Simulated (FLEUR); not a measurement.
## TaVN2 in FLEUR: the effect of Hubbard term

The system is TaVN2.

```
CELL_PARAMETERS angstrom
3.04987 0.00000 0.00000
0.00000 3.04987 0.00000
0.00000 0.00000 4.29606
ATOMIC_POSITIONS crystal
Ta 0.00000 0.00000 0.00000
V 0.50000 0.50000 0.50000
N 0.50000 0.50000 0.00000
N 0.00000 0.00000 0.50000
```

The cell comes from a database or a generator and needn't be the stable form of this composition.

Alike in all runs:

```yaml
Program: FLEUR MaX-R8.1 (later development tree)
Task: single point
Functional: PBEsol
Potentials_or_basis: all-electron
Basis: FLAPW
Kmax: 5.07 1/bohr
k_mesh: 7 × 7 × 5
Occupations: fermi-dirac, width 0.05 eV
Spin: collinear spin, ferromagnetic start
Starting_moments: "[0.0, 2.002, 0.0, 0.0] μB"
Gmax: 15.7 1/bohr
Muffin-tin_radii: Ta 2.3, V 2.3, N 1.42 bohr
lmax: Ta 9, V 9, N 8
lnonsphr: Ta 9, V 9, N 8
Local_orbitals_a_species: Ta 4, V 4, N 3
Max_iterations: 100
```

**Question.** One run gave: moment 0.00 μB. Which Hubbard term did it use?
A. V d U = 4 eV
B. V d U = 5 eV
C. V d U = 0.0 eV
D. V d U = 3 eV
E. V d U = 6 eV

**Answer.** C.

| Hubbard term | moment (μB) |
| --- | --- |
| V d U = 0.0 eV | 0.00 |
| V d U = 3 eV | 2.33 |
| V d U = 4 eV | 2.45 |
| V d U = 5 eV | 2.49 |
| V d U = 6 eV | 2.52 |
